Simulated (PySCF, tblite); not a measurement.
# C5H6FN: a rotation path, then NMR shifts on frames

Aim: move C5H6FN (`C=C[C@@H](F)CC#N`) away from its starting geometry and see how NMR shifts follow the geometry.

Programs: tblite 0.8.0 and PySCF 2.14.0, with density-fitted response routines of our own. Each step states its level of theory. These are calculated values for one molecule in the gas phase, unless marked as measured. Atoms are numbered from 0 throughout.

**1. The starting structure**

13 atoms, charge 0, multiplicity 1; geometry from: GFN2-xTB.

Bonds of the start (Å): C0–C1 1.32, C1–C2 1.50, C2–F3 1.38, C2–C4 1.54, C4–C5 1.44, C5–N6 1.14, C0–H7 1.08, C0–H8 1.08, C1–H9 1.08, C2–H10 1.10, C4–H11 1.09, C4–H12 1.09.

**2. A band between two rotamers with GFN2-xTB**

Job settings and geometry (Å):

```
{"job": {"kind": "neb", "xc": "GFN2-xTB", "basis": "xTB", "atoms": [3, 2, 4, 5], "turn": 120}, "charge": 0, "multiplicity": 1}
C      1.573229     1.091104     0.375290
C      1.089602    -0.132562     0.460828
C      0.160794    -0.732531    -0.550961
F      0.456216    -2.072565    -0.716595
C     -1.306930    -0.637846    -0.092714
C     -1.728641     0.736617    -0.034329
N     -2.052363     1.831491     0.002550
H      1.334941     1.739906    -0.451026
H      2.216910     1.497826     1.135064
H      1.325659    -0.781905     1.292203
H      0.281561    -0.265590    -1.536968
H     -1.942446    -1.181695    -0.797998
H     -1.412919    -1.091763     0.896928
```

With the program's defaults for keys left out, this is: GFN2-xTB climbing-image nudged elastic band, gas phase.

Command:

```bash
$ OMP_NUM_THREADS=1 python probes_run.py task.json out
```

The driver reads the jobs from task.json and runs them one after another.

The log of the run:

```text
image   E - E0 / eV
  0      -0.0000
  1       0.0101
  2       0.0334
  3       0.0607
  4       0.0799
  5       0.0838
  6       0.0737
  7       0.0595
  8       0.0518
```

Run time: 4.1 s. Hardware: 1 thread of Intel Xeon Platinum 8175M at 2.50GHz, shared host; peak memory 0.18 GiB.

The final band, with the dihedral F3–C2–C4–C5:

| image | dihedral (°) | energy (eV) | energy (kcal/mol) |
| --- | --- | --- | --- |
| 0 | -174 | 0.000 | 0.0 |
| 1 | -162 | 0.010 | 0.2 |
| 2 | -149 | 0.033 | 0.8 |
| 3 | -135 | 0.061 | 1.4 |
| 4 | -122 | 0.080 | 1.8 |
| 5 | -109 | 0.084 | 1.9 |
| 6 | -95 | 0.074 | 1.7 |
| 7 | -82 | 0.059 | 1.4 |
| 8 | -71 | 0.052 | 1.2 |

**3. Shielding tensors: image 0, PBE0/pcSseg-1**

Job settings and geometry (Å):

```
{"job": {"kind": "nmr", "xc": "PBE0", "basis": "pcSseg-1", "pop": false}, "charge": 0, "multiplicity": 1}
C      1.573200     1.091100     0.375300
C      1.089600    -0.132600     0.460800
C      0.160800    -0.732500    -0.551000
F      0.456200    -2.072600    -0.716600
C     -1.306900    -0.637800    -0.092700
C     -1.728600     0.736600    -0.034300
N     -2.052400     1.831500     0.002600
H      1.334900     1.739900    -0.451000
H      2.216900     1.497800     1.135100
H      1.325700    -0.781900     1.292200
H      0.281600    -0.265600    -1.537000
H     -1.942400    -1.181700    -0.798000
H     -1.412900    -1.091800     0.896900
```

With the program's defaults for keys left out, this is: GIAO PBE0/pcSseg-1 NMR shielding, non-relativistic, gas phase.

The log of the run:

```text
coarse grid: 11304 points
cycle   1  E = -348.1281078782  dE =  8.899e-01  |g| = 6.299e-01  |ddm| = 3.211e+00
cycle   2  E = -347.9407953783  dE =  1.873e-01  |g| = 1.157e+00  |ddm| = 1.386e+00
cycle   3  E = -348.2026466823  dE = -2.619e-01  |g| = 1.985e-01  |ddm| = 9.381e-01
cycle   4  E = -348.2104765402  dE = -7.830e-03  |g| = 5.774e-02  |ddm| = 1.497e-01
cycle   5  E = -348.2110500946  dE = -5.736e-04  |g| = 1.853e-02  |ddm| = 4.724e-02
cycle   6  E = -348.2111197543  dE = -6.966e-05  |g| = 3.133e-03  |ddm| = 1.676e-02
cycle   7  E = -348.2111214891  dE = -1.735e-06  |g| = 1.374e-03  |ddm| = 3.019e-03
final grid: 110872 points
cycle   8  E = -348.2591993565  dE = -3.745e-05  |g| = 7.211e-03  |ddm| = 2.861e-02
cycle   9  E = -348.2591919069  dE =  7.450e-06  |g| = 9.657e-03  |ddm| = 1.339e-02
cycle  10  E = -348.2592114267  dE = -1.952e-05  |g| = 1.511e-03  |ddm| = 7.558e-03
cycle  11  E = -348.2592118706  dE = -4.439e-07  |g| = 4.178e-04  |ddm| = 1.259e-03
cycle  12  E = -348.2592118996  dE = -2.898e-08  |g| = 2.272e-04  |ddm| = 3.923e-04
cycle  13  E = -348.2592119097  dE = -1.011e-08  |g| = 5.436e-05  |ddm| = 1.576e-04
cycle  14  E = -348.2592119103  dE = -5.984e-10  |g| = 1.675e-05  |ddm| = 5.046e-05
converged SCF energy = -348.2592119103

GIAO shielding tensors (ppm)
atom      isotropic    diamagn.    paramagn.     s11        s22        s33       span
  0 C       58.113     255.348    -197.234    -57.071     63.119    168.291    225.361
  1 C       43.875     257.526    -213.651    -69.314     57.914    143.027    212.341
  2 C       91.455     243.703    -152.248     64.549     73.859    135.958     71.409
  3 F      373.890     472.433     -98.542    355.062    382.031    384.578     29.516
  4 C      160.690     250.278     -89.588    138.343    166.014    177.714     39.372
  5 C       66.586     262.029    -195.444    -46.760    -44.663    291.180    337.940
  6 N      -37.610     340.211    -377.821   -213.128   -202.156    302.455    515.583
  7 H       25.886      32.278      -6.391     22.020     25.428     30.210      8.191
  8 H       25.896      29.570      -3.674     23.184     25.340     29.164      5.980
  9 H       25.476      31.665      -6.189     23.612     25.100     27.716      4.104
 10 H       26.527      30.935      -4.408     24.135     27.035     28.410      4.275
 11 H       28.885      27.882       1.003     24.286     27.873     34.496     10.209
 12 H       29.212      29.237      -0.025     25.632     28.157     33.848      8.216
```

Wall time 20 s (1 thread of Intel Xeon Platinum 8175M at 2.50GHz, shared host); peak memory 0.71 GiB.

Shifts follow as δ = σ(reference) − σ, with reference shieldings (ppm) from runs at the same level and on the same kind of geometry: 1H TMS 31.72, 13C TMS 186.9, 19F CFCl3 170.9, 15N NH3 267.7. The references are single molecules in the gas phase, so shifts against H2O, NH3, PH3, H3PO4 or CFCl3 are not on the usual liquid scales and can be off by tens of ppm. Each atom is listed at this fixed geometry, with no averaging over motion; a spectrum would average atoms that exchange fast.

| atoms | environment | σ (ppm) | δ (ppm) |
| --- | --- | --- | --- |
| C1 | alkene CH | 43.9 | 143.0 |
| C0 | terminal =CH2 carbon | 58.1 | 128.8 |
| C5 | nitrile carbon | 66.6 | 120.3 |
| C2 | allylic sp3 CH bonded to F | 91.5 | 95.5 |
| C4 | sp3 CH2 α to a nitrile | 160.7 | 26.2 |
| H9 | hydrogen on an alkene CH | 25.48 | 6.24 |
| H7 | hydrogen on a terminal =CH2 carbon | 25.89 | 5.83 |
| H8 | hydrogen on a terminal =CH2 carbon | 25.90 | 5.82 |
| H10 | hydrogen on an allylic sp3 CH bonded to F | 26.53 | 5.19 |
| H11 | hydrogen on an sp3 CH2 α to a nitrile | 28.89 | 2.83 |
| H12 | hydrogen on an sp3 CH2 α to a nitrile | 29.21 | 2.51 |
| F3 | fluorine on an sp3 carbon | 373.9 | -202.9 |
| N6 | nitrile nitrogen | -37.6 | 305.3 |

**4. Shielding tensors: image 2, PBE0/pcSseg-1**

Job settings and geometry (Å):

```
{"job": {"kind": "nmr", "xc": "PBE0", "basis": "pcSseg-1", "pop": false}, "charge": 0, "multiplicity": 1}
C      1.664000     1.021700     0.484000
C      1.154800    -0.192700     0.425400
C      0.137500    -0.638700    -0.579200
F      0.393000    -1.953100    -0.925900
C     -1.286900    -0.576600     0.012700
C     -1.912400     0.690100    -0.259500
N     -2.403800     1.696700    -0.485700
H      1.388600     1.792700    -0.216900
H      2.377200     1.289600     1.243700
H      1.431400    -0.959800     1.135500
H      0.196500    -0.061600    -1.510900
H     -1.888600    -1.372700    -0.435300
H     -1.255800    -0.735100     1.094500
```

Level: GIAO PBE0/pcSseg-1 NMR shielding, non-relativistic, gas phase.

The log of the run:

```text
coarse grid: 11304 points
cycle   1  E = -348.1250070267  dE =  8.876e-01  |g| = 6.322e-01  |ddm| = 3.214e+00
cycle   2  E = -347.9375601463  dE =  1.874e-01  |g| = 1.159e+00  |ddm| = 1.377e+00
cycle   3  E = -348.2002536725  dE = -2.627e-01  |g| = 1.965e-01  |ddm| = 9.347e-01
cycle   4  E = -348.2078922176  dE = -7.639e-03  |g| = 5.836e-02  |ddm| = 1.467e-01
cycle   5  E = -348.2084777314  dE = -5.855e-04  |g| = 1.876e-02  |ddm| = 4.760e-02
cycle   6  E = -348.2085496333  dE = -7.190e-05  |g| = 3.263e-03  |ddm| = 1.648e-02
cycle   7  E = -348.2085515469  dE = -1.914e-06  |g| = 1.450e-03  |ddm| = 3.149e-03
final grid: 110872 points
cycle   8  E = -348.2573712341  dE = -3.576e-05  |g| = 7.381e-03  |ddm| = 2.502e-02
cycle   9  E = -348.2573633384  dE =  7.896e-06  |g| = 9.826e-03  |ddm| = 1.334e-02
cycle  10  E = -348.2573840030  dE = -2.066e-05  |g| = 1.588e-03  |ddm| = 7.617e-03
cycle  11  E = -348.2573845032  dE = -5.003e-07  |g| = 4.001e-04  |ddm| = 1.297e-03
cycle  12  E = -348.2573845291  dE = -2.591e-08  |g| = 2.253e-04  |ddm| = 3.808e-04
cycle  13  E = -348.2573845391  dE = -9.922e-09  |g| = 5.522e-05  |ddm| = 1.558e-04
cycle  14  E = -348.2573845397  dE = -6.130e-10  |g| = 1.737e-05  |ddm| = 4.964e-05
converged SCF energy = -348.2573845397

GIAO shielding tensors (ppm)
atom      isotropic    diamagn.    paramagn.     s11        s22        s33       span
  0 C       62.029     255.024    -192.995    -51.426     68.537    168.976    220.402
  1 C       40.581     257.058    -216.477    -75.016     54.561    142.199    217.214
  2 C       91.379     243.499    -152.120     65.651     73.605    134.880     69.229
  3 F      363.629     472.632    -109.003    320.038    380.695    390.155     70.117
  4 C      159.492     250.385     -90.893    138.151    160.817    179.508     41.357
  5 C       66.034     261.138    -195.103    -49.596    -44.370    292.068    341.664
  6 N      -37.052     339.856    -376.908   -210.556   -200.756    300.156    510.711
  7 H       25.948      31.974      -6.025     22.481     25.274     30.090      7.609
  8 H       26.063      29.170      -3.107     23.447     25.320     29.422      5.975
  9 H       25.385      31.305      -5.919     23.382     24.886     27.889      4.507
 10 H       26.408      31.022      -4.614     24.086     26.651     28.488      4.402
 11 H       28.885      27.907       0.978     24.198     28.366     34.090      9.892
 12 H       29.203      29.531      -0.328     25.842     28.602     33.165      7.322
```

Run time: 22 s. Hardware: 1 thread of Intel Xeon Platinum 8175M at 2.50GHz, shared host; peak memory 0.73 GiB.

This run: δ C1 146.3, C0 124.9, C5 120.9, C2 95.5, H9 6.33, H7 5.77 ppm.

**5. NMR shieldings: image 5, PBE0/pcSseg-1**

Job settings and geometry (Å):

```
{"job": {"kind": "nmr", "xc": "PBE0", "basis": "pcSseg-1", "pop": false}, "charge": 0, "multiplicity": 1}
C      1.822100     0.875400     0.619900
C      1.224500    -0.276100     0.384000
C      0.102200    -0.456500    -0.593100
F      0.233700    -1.686400    -1.209100
C     -1.267200    -0.419300     0.128700
C     -2.192400     0.459100    -0.539000
N     -2.904600     1.171200    -1.078700
H      1.550600     1.779600     0.098900
H      2.609900     0.956400     1.348100
H      1.501600    -1.177400     0.912200
H      0.141200     0.289500    -1.396900
H     -1.682300    -1.430400     0.145100
H     -1.143600    -0.084600     1.162200
```

Level: GIAO PBE0/pcSseg-1 NMR shielding, non-relativistic, gas phase.

The log of the run:

```text
coarse grid: 11304 points
cycle   1  E = -348.1208932037  dE =  8.879e-01  |g| = 6.364e-01  |ddm| = 3.216e+00
cycle   2  E = -347.9312673992  dE =  1.896e-01  |g| = 1.167e+00  |ddm| = 1.359e+00
cycle   3  E = -348.1975924273  dE = -2.663e-01  |g| = 1.954e-01  |ddm| = 9.310e-01
cycle   4  E = -348.2051149941  dE = -7.523e-03  |g| = 5.958e-02  |ddm| = 1.474e-01
cycle   5  E = -348.2057258844  dE = -6.109e-04  |g| = 1.876e-02  |ddm| = 4.932e-02
cycle   6  E = -348.2057979365  dE = -7.205e-05  |g| = 3.442e-03  |ddm| = 1.605e-02
cycle   7  E = -348.2058001255  dE = -2.189e-06  |g| = 1.513e-03  |ddm| = 3.377e-03
final grid: 110872 points
cycle   8  E = -348.2538130333  dE = -3.181e-05  |g| = 7.085e-03  |ddm| = 2.551e-02
cycle   9  E = -348.2538059835  dE =  7.050e-06  |g| = 9.353e-03  |ddm| = 1.281e-02
cycle  10  E = -348.2538249114  dE = -1.893e-05  |g| = 1.520e-03  |ddm| = 7.208e-03
cycle  11  E = -348.2538253906  dE = -4.792e-07  |g| = 2.975e-04  |ddm| = 1.203e-03
cycle  12  E = -348.2538254040  dE = -1.333e-08  |g| = 1.923e-04  |ddm| = 3.137e-04
cycle  13  E = -348.2538254110  dE = -7.004e-09  |g| = 5.736e-05  |ddm| = 1.404e-04
cycle  14  E = -348.2538254116  dE = -6.642e-10  |g| = 1.571e-05  |ddm| = 4.896e-05
converged SCF energy = -348.2538254116

GIAO shielding tensors (ppm)
atom      isotropic    diamagn.    paramagn.     s11        s22        s33       span
  0 C       63.969     254.752    -190.783    -48.568     71.308    169.166    217.734
  1 C       37.591     256.875    -219.284    -82.328     49.461    145.641    227.970
  2 C       89.492     242.867    -153.375     65.725     75.126    127.625     61.901
  3 F      360.827     472.775    -111.948    317.993    378.357    386.132     68.139
  4 C      157.322     250.341     -93.019    134.359    154.487    183.118     48.759
  5 C       64.242     259.943    -195.701    -55.335    -44.859    292.921    348.256
  6 N      -36.908     339.434    -376.342   -204.084   -196.741    290.101    494.186
  7 H       26.060      31.605      -5.545     22.718     25.310     30.151      7.433
  8 H       26.150      28.819      -2.669     23.611     25.337     29.502      5.891
  9 H       25.185      31.131      -5.946     22.706     24.816     28.034      5.327
 10 H       26.217      31.320      -5.103     24.580     25.839     28.232      3.652
 11 H       28.822      27.866       0.956     25.100     28.381     32.986      7.886
 12 H       29.225      29.676      -0.452     25.078     29.599     32.997      7.919
```

Run time: 20 s. Hardware: 1 thread of Intel Xeon Platinum 8175M at 2.50GHz, shared host; peak memory 0.73 GiB.

Key values: δ C1 149.3, C0 123.0, C5 122.7, C2 97.4, H9 6.53, H7 5.66 ppm.

**6. Shielding tensors: image 6, PBE0/pcSseg-1**

Job settings and geometry (Å):

```
{"job": {"kind": "nmr", "xc": "PBE0", "basis": "pcSseg-1", "pop": false}, "charge": 0, "multiplicity": 1}
C      1.872200     0.818900     0.659600
C      1.235200    -0.298800     0.369800
C      0.090500    -0.385800    -0.594600
F      0.170900    -1.578900    -1.285900
C     -1.262200    -0.351600     0.153500
C     -2.266300     0.347600    -0.607000
N     -3.040600     0.921600    -1.220500
H      1.618600     1.760000     0.198200
H      2.677400     0.834400     1.373000
H      1.497300    -1.237300     0.837100
H      0.138100     0.408100    -1.350800
H     -1.593200    -1.378700     0.328000
H     -1.142500     0.140800     1.121900
```

With the program's defaults for keys left out, this is: GIAO PBE0/pcSseg-1 NMR shielding, non-relativistic, gas phase.

The log of the run:

```text
coarse grid: 11304 points
cycle   1  E = -348.1215515540  dE =  8.883e-01  |g| = 6.362e-01  |ddm| = 3.224e+00
cycle   2  E = -347.9322622530  dE =  1.893e-01  |g| = 1.166e+00  |ddm| = 1.364e+00
cycle   3  E = -348.1983644294  dE = -2.661e-01  |g| = 1.948e-01  |ddm| = 9.350e-01
cycle   4  E = -348.2058331744  dE = -7.469e-03  |g| = 6.013e-02  |ddm| = 1.484e-01
cycle   5  E = -348.2064565390  dE = -6.234e-04  |g| = 1.865e-02  |ddm| = 5.009e-02
cycle   6  E = -348.2065275127  dE = -7.097e-05  |g| = 3.462e-03  |ddm| = 1.587e-02
cycle   7  E = -348.2065297392  dE = -2.226e-06  |g| = 1.514e-03  |ddm| = 3.433e-03
final grid: 110872 points
cycle   8  E = -348.2549464574  dE = -3.334e-05  |g| = 7.022e-03  |ddm| = 2.517e-02
cycle   9  E = -348.2549396270  dE =  6.830e-06  |g| = 9.215e-03  |ddm| = 1.271e-02
cycle  10  E = -348.2549581821  dE = -1.856e-05  |g| = 1.536e-03  |ddm| = 7.149e-03
cycle  11  E = -348.2549586757  dE = -4.936e-07  |g| = 2.936e-04  |ddm| = 1.219e-03
cycle  12  E = -348.2549586887  dE = -1.299e-08  |g| = 1.900e-04  |ddm| = 3.141e-04
cycle  13  E = -348.2549586955  dE = -6.815e-09  |g| = 5.698e-05  |ddm| = 1.392e-04
cycle  14  E = -348.2549586962  dE = -6.571e-10  |g| = 1.587e-05  |ddm| = 4.925e-05
converged SCF energy = -348.2549586962

GIAO shielding tensors (ppm)
atom      isotropic    diamagn.    paramagn.     s11        s22        s33       span
  0 C       63.436     254.738    -191.302    -49.750     70.983    169.075    218.826
  1 C       37.869     256.556    -218.686    -82.152     49.949    145.811    227.963
  2 C       89.330     243.068    -153.738     65.609     75.944    126.438     60.830
  3 F      364.378     473.136    -108.759    333.382    376.619    383.131     49.748
  4 C      157.443     250.254     -92.811    135.209    155.209    181.912     46.703
  5 C       64.157     259.566    -195.409    -55.098    -45.032    292.601    347.699
  6 N      -36.062     339.423    -375.485   -204.066   -196.824    292.705    496.770
  7 H       26.078      31.502      -5.424     22.663     25.364     30.206      7.543
  8 H       26.143      28.723      -2.580     23.556     25.341     29.532      5.976
  9 H       25.198      31.041      -5.843     22.695     24.815     28.083      5.387
 10 H       26.222      31.378      -5.156     24.709     25.650     28.306      3.596
 11 H       28.852      27.968       0.885     25.334     28.373     32.850      7.516
 12 H       29.334      29.683      -0.349     24.801     29.778     33.424      8.623
```

Run time: 20 s. Hardware: 1 thread of Intel Xeon Platinum 8175M at 2.50GHz, shared host; peak memory 0.73 GiB.

In short: δ C1 149.1, C0 123.5, C5 122.8, C2 97.6, H9 6.52, H7 5.64 ppm.

**7. NMR shieldings: image 8, PBE0/pcSseg-1**

Job settings and geometry (Å):

```
{"job": {"kind": "nmr", "xc": "PBE0", "basis": "pcSseg-1", "pop": false}, "charge": 0, "multiplicity": 1}
C      1.966400     0.701500     0.714600
C      1.231300    -0.332000     0.353100
C      0.073800    -0.237500    -0.596000
F      0.079500    -1.335600    -1.431800
C     -1.259300    -0.221400     0.177800
C     -2.365600     0.108000    -0.686000
N     -3.231200     0.387200    -1.376800
H      1.783800     1.690700     0.327400
H      2.777100     0.603900     1.415000
H      1.418600    -1.325700     0.735000
H      0.153200     0.644800    -1.244300
H     -1.430600    -1.207100     0.619000
H     -1.201400     0.523600     0.975200
```

Level: GIAO PBE0/pcSseg-1 NMR shielding, non-relativistic, gas phase.

The log of the run:

```text
coarse grid: 11304 points
cycle   1  E = -348.1247658683  dE =  8.890e-01  |g| = 6.343e-01  |ddm| = 3.248e+00
cycle   2  E = -347.9366792091  dE =  1.881e-01  |g| = 1.164e+00  |ddm| = 1.378e+00
cycle   3  E = -348.2014469899  dE = -2.648e-01  |g| = 1.935e-01  |ddm| = 9.459e-01
cycle   4  E = -348.2087963339  dE = -7.349e-03  |g| = 6.102e-02  |ddm| = 1.497e-01
cycle   5  E = -348.2094403527  dE = -6.440e-04  |g| = 1.839e-02  |ddm| = 5.095e-02
cycle   6  E = -348.2095087869  dE = -6.843e-05  |g| = 3.399e-03  |ddm| = 1.541e-02
cycle   7  E = -348.2095109336  dE = -2.147e-06  |g| = 1.474e-03  |ddm| = 3.435e-03
final grid: 110872 points
cycle   8  E = -348.2581087989  dE = -3.334e-05  |g| = 7.340e-03  |ddm| = 2.406e-02
cycle   9  E = -348.2581004045  dE =  8.394e-06  |g| = 9.886e-03  |ddm| = 1.310e-02
cycle  10  E = -348.2581214080  dE = -2.100e-05  |g| = 1.543e-03  |ddm| = 7.453e-03
cycle  11  E = -348.2581219071  dE = -4.991e-07  |g| = 3.262e-04  |ddm| = 1.242e-03
cycle  12  E = -348.2581219234  dE = -1.632e-08  |g| = 2.036e-04  |ddm| = 3.406e-04
cycle  13  E = -348.2581219313  dE = -7.890e-09  |g| = 5.783e-05  |ddm| = 1.492e-04
cycle  14  E = -348.2581219320  dE = -6.850e-10  |g| = 1.553e-05  |ddm| = 5.029e-05
converged SCF energy = -348.2581219320

GIAO shielding tensors (ppm)
atom      isotropic    diamagn.    paramagn.     s11        s22        s33       span
  0 C       61.873     254.608    -192.735    -52.566     70.148    168.038    220.604
  1 C       39.694     255.912    -216.218    -79.030     52.838    145.274    224.304
  2 C       90.109     243.764    -153.655     65.660     76.678    127.991     62.331
  3 F      371.352     473.546    -102.195    364.353    365.113    384.589     20.236
  4 C      158.897     249.944     -91.047    138.870    159.024    178.797     39.927
  5 C       65.216     258.827    -193.611    -51.114    -45.048    291.809    342.924
  6 N      -35.105     339.435    -374.540   -206.928   -199.783    301.396    508.324
  7 H       26.112      31.330      -5.217     22.539     25.434     30.364      7.825
  8 H       26.121      28.616      -2.496     23.405     25.366     29.591      6.187
  9 H       25.324      30.880      -5.556     23.026     24.785     28.161      5.135
 10 H       26.367      31.363      -4.996     24.721     25.310     29.069      4.348
 11 H       28.987      28.390       0.597     25.195     28.676     33.090      7.895
 12 H       29.565      29.541       0.023     24.694     29.706     34.294      9.600
```

Wall time 19 s (1 thread of Intel Xeon Platinum 8175M at 2.50GHz, shared host); peak memory 0.73 GiB.

This run: δ C1 147.2, C0 125.1, C5 121.7, C2 96.8, H9 6.39, H7 5.60 ppm.

**8. Run by run: NMR shifts**

Shifts (ppm) of some atoms, chosen among heavy atoms and hydrogens apart, with basis size and wall time:

| frame | C1 | C0 | C4 | H10 | H12 | F3 | N6 | functions | time |
| --- | --- | --- | --- | --- | --- | --- | --- | --- | --- |
| image 0 | 143.0 | 128.8 | 26.2 | 5.19 | 2.51 | -202.9 | 305.3 | 149 | 20 s |
| image 2 | 146.3 | 124.9 | 27.4 | 5.31 | 2.51 | -192.7 | 304.8 | 149 | 22 s |
| image 5 | 149.3 | 123.0 | 29.6 | 5.50 | 2.49 | -189.9 | 304.6 | 149 | 20 s |
| image 6 | 149.1 | 123.5 | 29.5 | 5.50 | 2.38 | -193.4 | 303.8 | 149 | 20 s |
| image 8 | 147.2 | 125.1 | 28.0 | 5.35 | 2.15 | -200.4 | 302.8 | 149 | 19 s |

**9. Summary of results**

| quantity | value |
| --- | --- |
| barrier | 0.084 eV (1.9 kcal/mol) at image 5 |
| end to end (GFN2-xTB) | 0.052 eV |
| 13C shifts against TMS (PBE0/pcSseg-1, image 0) | 143.0, 128.8, 120.3, 95.5, 26.2 ppm |
| 1H shifts against TMS (PBE0/pcSseg-1, image 0) | 6.24, 5.83, 5.82, 5.19, 2.83, 2.51 ppm |
| 19F shifts against CFCl3 (PBE0/pcSseg-1, image 0) | -202.9 ppm |
| 15N shifts against NH3 (PBE0/pcSseg-1, image 0) | 305.3 ppm |
| range of the shift of F3 | -202.9 to -189.9 ppm |

**Reading.** Along the band the dihedral turns by 103°, and the top (dihedral -109°) lies 1.9 kcal/mol above the start (GFN2-xTB, rough), so at room temperature this motion is fast. The top was not checked by a frequency run. Shifts at one fixed geometry are not the observed spectrum, which averages over the motion. In the first frame run (image 0): The largest span, 516 ppm, is at N6, where the paramagnetic term is -378 ppm. Across the 5 runs the shift of F3 moves most, between -202.9 (image 0) and -189.9 ppm (image 5).
